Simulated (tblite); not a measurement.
# C2H9FSeSi2: the cost of one run

Programs: tblite 0.8.0 and PySCF 2.14.0, with density-fitted response routines of our own. Each step states its level of theory. These are calculated values for one molecule in the gas phase, unless marked as measured. Atoms count from 0, in the outputs and in this text.

### Step 1. The molecule as given

15 atoms, charge 0, multiplicity 1; geometry from: force field or distance geometry start.

Bonds of the start (Å): F0–Si1 1.70, Si1–Se2 2.27, Se2–C3 1.95, C3–C4 1.54, C4–Si5 1.88, Si1–H6 1.46, Si1–H7 1.48, C3–H8 1.12, C3–H9 1.09, C4–H10 1.12, C4–H11 1.09, Si5–H12 1.46, Si5–H13 1.47, Si5–H14 1.48.

### Step 2. Relaxing the molecule with GFN2-xTB

The job: settings as JSON, then the geometry in Å.

```
{"job": {"kind": "relax", "xc": "GFN2-xTB", "basis": "xTB"}, "charge": 0, "multiplicity": 1}
F      3.738100    -0.530600     0.962400
Si     3.080200     0.653800    -0.060300
Se     1.641400    -0.363300    -1.487500
C     -0.159400     0.161600    -0.968000
C     -0.907000    -0.980100    -0.256700
Si    -2.589000    -0.245000     0.142600
H      2.312200     1.645200     0.688400
H      4.129900     1.374300    -0.811200
H     -0.127300     0.975900    -0.200100
H     -0.800600     0.463100    -1.794100
H     -1.030700    -1.797900    -1.007000
H     -0.367200    -1.329800     0.623300
H     -3.561300    -1.239000     0.576300
H     -3.026700     0.414200    -1.096000
H     -2.337100     0.805600     1.160200
```

The run is started by

```sh
OMP_NUM_THREADS=1 python probes_run.py task.json out
```

This one command runs all jobs of the session in turn.

**Question.** How long does this first job take on 1 thread of Arm Neoverse N1, shared host?

About 1.4 s.
